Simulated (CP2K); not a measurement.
**C2Cl3F3 (1,1,1-trichlorotrifluoroethane): levels of theory compared**

Wanted: a comparison of 3 runs (PM3, GFN1-xTB, PM6) of C2Cl3F3 (1,1,1-trichlorotrifluoroethane). 

The calculation is run with CP2K 2026.2.

2 further runs of the same task are left out: 1 that didn't finish, 1 set aside as unsound or not needed.

## 1. The structure to begin with

C2Cl3F3 has 8 atoms, charge 0, and is taken as a singlet. SMILES: `FC(F)(F)C(Cl)(Cl)Cl`. The shape is that of a GFN2-xTB optimisation.

Bond lengths: F1–C2 1.331 Å, C2–F3 1.331 Å, C2–F4 1.331 Å, C2–C5 1.542 Å, C5–Cl6 1.771 Å, C5–Cl7 1.771 Å, C5–Cl8 1.769 Å. Some angles: F1–C2–F3 107.5°, F1–C2–F4 107.5°, F1–C2–C5 111.4°, F3–C2–F4 107.5°, F3–C2–C5 111.3°, F4–C2–C5 111.4°, C2–C5–Cl6 108.5°, C2–C5–Cl7 108.5°, C2–C5–Cl8 108.5°, Cl6–C5–Cl7 110.3°.

## 2. A single-point energy at PM3 (run 1)

mol.inp

```
&FORCE_EVAL
   METHOD Quickstep
   &DFT
      CHARGE 0
      MULTIPLICITY 1
      ! Quickstep
      &QS
         METHOD PM3
         EPS_DEFAULT 1.0E-10
         &SE
            &COULOMB
               CUTOFF [angstrom] 50
               RC_RANGE [angstrom] 0
            &END COULOMB
            &EXCHANGE
               CUTOFF [angstrom] 50
               RC_RANGE [angstrom] 0
            &END EXCHANGE
         &END SE
      &END QS
      ! no periodic images
      &POISSON
         PERIODIC NONE
         POISSON_SOLVER ANALYTIC
      &END POISSON
      ! self-consistent field
      &SCF
         SCF_GUESS ATOMIC
         EPS_SCF 1.0E-07
         MAX_SCF 150
         ADDED_MOS 2
         &DIAGONALIZATION
            ALGORITHM STANDARD
         &END DIAGONALIZATION
         &MIXING
            METHOD DIRECT_P_MIXING
            ALPHA 0.4
         &END MIXING
      &END SCF
      &PRINT
         &MOMENTS
            PERIODIC F
            REFERENCE COM
            MAX_MOMENT 1
         &END MOMENTS
         &MO ON
            ENERGIES T
            OCCUPATION_NUMBERS T
            NDIGITS 6
            &EACH
               QS_SCF 0
            &END EACH
            ADD_LAST NUMERIC
         &END MO
         &HIRSHFELD OFF
         &END HIRSHFELD
      &END PRINT
   &END DFT
   ! atoms, cell and kinds
   &SUBSYS
      ! box in angstrom
      &CELL
         ABC [angstrom] 10.9 11.7 11.2
         PERIODIC NONE
      &END CELL
      &COORD
         F      0.576830    -1.686630    -0.102900
         C      0.235510    -0.493670    -0.583990
         F     -0.732360    -0.684430    -1.477500
         F      1.289910    -0.006960    -1.233520
         C     -0.219500     0.456900     0.542270
         Cl    -0.652570     2.015460    -0.179200
         Cl     1.121140     0.659500     1.681950
         Cl    -1.618960    -0.260180     1.352880
      &END COORD
      &TOPOLOGY
         &CENTER_COORDINATES
         &END CENTER_COORDINATES
      &END TOPOLOGY
   &END SUBSYS
&END FORCE_EVAL

&GLOBAL
   PROJECT mol
   RUN_TYPE ENERGY
   PRINT_LEVEL MEDIUM
&END GLOBAL
```

Run with:

```sh
$ OMP_NUM_THREADS=1 cp2k.psmp mol.inp > mol.out
```

The program printed:

```text
CP2K| version string:                                       CP2K version 2026.2
[...]
 GLOBAL| Method name                                                        CP2K
[...]
 GLOBAL| Run type                                                         ENERGY
[...]
                             - Atoms:                                          8
[...]
                             - Spherical basis functions:                     32
[...]
 Number of electrons:                                                         50
[...]
     1 P_Mix/Diag. 0.40E+00    0.0     0.56691285       -85.7925140146 -8.58E+01
[...]
    18 DIIS/Diag.  0.72E-07    0.0     0.00000008       -92.2088765808 -4.55E-13
  *** SCF run converged in    18 steps ***
  Core-core repulsion energy [eV]:                           5615.19948134784136
  Core Hamiltonian energy [eV]:                             -4082.57896099859227
  Two-electron integral energy [eV]:                        -8083.50331194010778
  Electronic energy [eV]:                                   -8124.33061696864661
  Total energy [eV]:                                        -2509.13113562080525
  Atomic reference energy [eV]:                              2501.64598681211419
  Heat of formation [kcal/mol]:                              -172.61164580768738
[...]
 SE_DIPOLE| Moment [Debye]          0.36985714      -0.76450978      -0.91098962
 SE_DIPOLE| Derivative [a.u.]       0.00000000       0.00000000       0.00000000
 ENERGY| Total FORCE_EVAL ( QS ) energy [hartree]            -92.208876580757078
[...]
```

It took 0.47 s on 1 thread of Arm Neoverse N1, shared host; peak memory 0.14 GiB.

## 3. The energy at GFN1-xTB (run 2)

gas.inp

```
&GLOBAL
    PROJECT gas
    RUN_TYPE ENERGY
    PRINT_LEVEL HIGH
&END GLOBAL
&FORCE_EVAL
    METHOD QS
    &DFT
        CHARGE 0
        MULTIPLICITY 1
        # Quickstep
        &QS
            METHOD XTB
            EPS_DEFAULT 1.0E-10
            &XTB
                GFN_TYPE TBLITE
                &TBLITE
                    METHOD GFN1
                &END TBLITE
                CHECK_ATOMIC_CHARGES F
            &END XTB
        &END QS
        # isolated system
        &POISSON
            PERIODIC NONE
            POISSON_SOLVER ANALYTIC
        &END POISSON
        # SCF settings
        &SCF
            SCF_GUESS ATOMIC
            EPS_SCF 1.0E-09
            MAX_SCF 150
            ADDED_MOS 4
            LEVEL_SHIFT 0.5
            &DIAGONALIZATION
                ALGORITHM STANDARD
            &END DIAGONALIZATION
            &MIXING
                METHOD DIRECT_P_MIXING
                ALPHA 0.4
            &END MIXING
            &SMEAR ON
                METHOD FERMI_DIRAC
                ELECTRONIC_TEMPERATURE [K] 300
            &END SMEAR
        &END SCF
        &PRINT
            &MOMENTS
                PERIODIC F
                REFERENCE COM
                MAX_MOMENT 1
            &END MOMENTS
            &MO ON
                ENERGIES T
                OCCUPATION_NUMBERS T
                NDIGITS 6
                &EACH
                    QS_SCF 0
                &END EACH
                ADD_LAST NUMERIC
            &END MO
            &HIRSHFELD OFF
            &END HIRSHFELD
        &END PRINT
    &END DFT
    # atoms, cell and kinds
    &SUBSYS
        &CELL
            ABC [angstrom] 12.9 13.7 13.2
            PERIODIC NONE
        &END CELL
        &COORD
            F      0.576830    -1.686630    -0.102900
            C      0.235510    -0.493670    -0.583990
            F     -0.732360    -0.684430    -1.477500
            F      1.289910    -0.006960    -1.233520
            C     -0.219500     0.456900     0.542270
            Cl    -0.652570     2.015460    -0.179200
            Cl     1.121140     0.659500     1.681950
            Cl    -1.618960    -0.260180     1.352880
        &END COORD
        &TOPOLOGY
            &CENTER_COORDINATES
            &END CENTER_COORDINATES
        &END TOPOLOGY
    &END SUBSYS
&END FORCE_EVAL
```

Run with:

```sh
$ OMP_NUM_THREADS=1 cp2k.psmp gas.inp > gas.out
```

The program printed:

```text
CP2K| version string:                                       CP2K version 2026.2
[...]
 GLOBAL| Method name                                                        CP2K
[...]
 GLOBAL| Run type                                                         ENERGY
[...]
                             - Atoms:                                          8
[...]
                             - Spherical basis functions:                     47
[...]
 Number of electrons:                                                         50
[...]
  *** SCF run converged in    65 steps ***
[...]
  Fermi energy:                                                -0.30497512507825
[...]
 TB_DIPOLE| Moment [Debye]         -0.48092105       0.98885175       1.18050914
 TB_DIPOLE| Derivative [a.u.]       0.00000000       0.00000000       0.00000000
[...]
 ENERGY| Total FORCE_EVAL ( QS ) energy [hartree]            -32.405028419336254
 *** WARNING in force_env_methods.F:472 :: To print the stress tensor ***
 *** switch on the virial evaluation with the keyword: STRESS_TENSOR  ***
[...]
```

Wall time 0.89 s (1 thread of Arm Neoverse N1, shared host); peak memory 0.14 GiB.

## 4. Energy and gradient at PM6 (run 3)

molecule.xyz

```xyz
8

F      0.576830    -1.686630    -0.102900
C      0.235510    -0.493670    -0.583990
F     -0.732360    -0.684430    -1.477500
F      1.289910    -0.006960    -1.233520
C     -0.219500     0.456900     0.542270
Cl    -0.652570     2.015460    -0.179200
Cl     1.121140     0.659500     1.681950
Cl    -1.618960    -0.260180     1.352880
```

gas.inp

```
&global
   project gas
   run_type ENERGY_FORCE
   print_level MEDIUM
&end global
&force_eval
   method Quickstep
   &dft
      &qs
         method PM6
         eps_default 1.0E-10
         &se
            &coulomb
               cutoff [angstrom] 50
               rc_range [angstrom] 0
            &end coulomb
            &exchange
               cutoff [angstrom] 50
               rc_range [angstrom] 0
            &end exchange
         &end se
      &end qs
      ! no periodic images
      &poisson
         periodic NONE
         poisson_solver ANALYTIC
      &end poisson
      &scf
         scf_guess MOPAC
         eps_scf 1.0E-07
         max_scf 98
         &diagonalization
            algorithm STANDARD
         &end diagonalization
         &mixing
            method DIRECT_P_MIXING
            alpha 0.4
         &end mixing
      &end scf
      ! extra output
      &print
         &moments
            periodic F
            reference COM
            max_moment 1
         &end moments
         &mo ON
            energies T
            occupation_numbers T
            ndigits 6
            &each
               qs_scf 0
            &end each
            add_last NUMERIC
         &end mo
         &hirshfeld OFF
         &end hirshfeld
      &end print
   &end dft
   &subsys
      &cell
         abc 14.9 15.7 15.2
         periodic NONE
      &end cell
      &topology
         coord_file_name molecule.xyz
         coord_file_format XYZ
         &center_coordinates
         &end center_coordinates
      &end topology
   &end subsys
   &print
      &forces ON
      &end forces
   &end print
&end force_eval
```

Run with:

```sh
$ OMP_NUM_THREADS=1 cp2k.psmp -i gas.inp > gas.out 2>&1
```

The program printed:

```text
CP2K| version string:                                       CP2K version 2026.2
[...]
 GLOBAL| Method name                                                        CP2K
[...]
 GLOBAL| Run type                                                   ENERGY_FORCE
[...]
                             - Atoms:                                          8
[...]
                             - Spherical basis functions:                     47
[...]
 Number of electrons:                                                         50
[...]
     1 P_Mix/Diag. 0.40E+00    0.0     0.61012912       -83.2792987062 -8.33E+01
[...]
    20 DIIS/Diag.  0.56E-07    0.0     0.00000006       -89.0263705559 -1.82E-12
  *** SCF run converged in    20 steps ***
  Core-core repulsion energy [eV]:                           5657.79636134089014
  Core Hamiltonian energy [eV]:                             -3960.70887443746960
  Two-electron integral energy [eV]:                        -8239.23645891443812
  Electronic energy [eV]:                                   -8080.32710389468957
  Total energy [eV]:                                        -2422.53074255379852
  Atomic reference energy [eV]:                              2414.65384181211493
  Heat of formation [kcal/mol]:                              -181.64566071247000
[...]
 SE_DIPOLE| Moment [Debye]          0.18510638      -0.36375125      -0.44268281
 SE_DIPOLE| Derivative [a.u.]       0.00000000       0.00000000       0.00000000
 ENERGY| Total FORCE_EVAL ( QS ) energy [hartree]            -89.026370555943572
[...]
```

Wall time 0.5 s (1 thread of Arm Neoverse N1, shared host); peak memory 0.14 GiB.

## 5. The series

```
run     level  SCF convergence threshold                cell  energy (Eh)  dipole moment (D)  HOMO energy (eV)  LUMO energy (eV)  wall time
  1       PM3                      1e-07  (10.9, 11.7, 11.2)   -92.208877               1.25            -11.19             -0.82     0.47 s
  2  GFN1-xTB                      1e-09  (12.9, 13.7, 13.2)   -32.405028               1.61            -13.15             -7.42     0.89 s
  3       PM6                      1e-07  (14.9, 15.7, 15.2)   -89.026371               0.60            -11.70                 –      0.5 s
```

## 6. Outcome

| quantity | value |
| --- | --- |
| run 3: total energy | -89.02637 Eh |
| run 3: dipole moment | 0.60 D |
| run 3: HOMO energy | -11.70 eV |
| run 3: heat of formation at this unrelaxed shape | -181.6 kcal/mol |
| run 3: largest force on an atom | 0.970 eV/Å |

What this shows: The dipole moment (its size) runs from 0.60 D (PM6) to 1.61 D (GFN1-xTB). Some of these are taken from atomic charges alone. Force-field and semi-empirical energies have zeros of their own, so their totals don't compare. All runs together took 1.9 s, the longest 0.89 s.
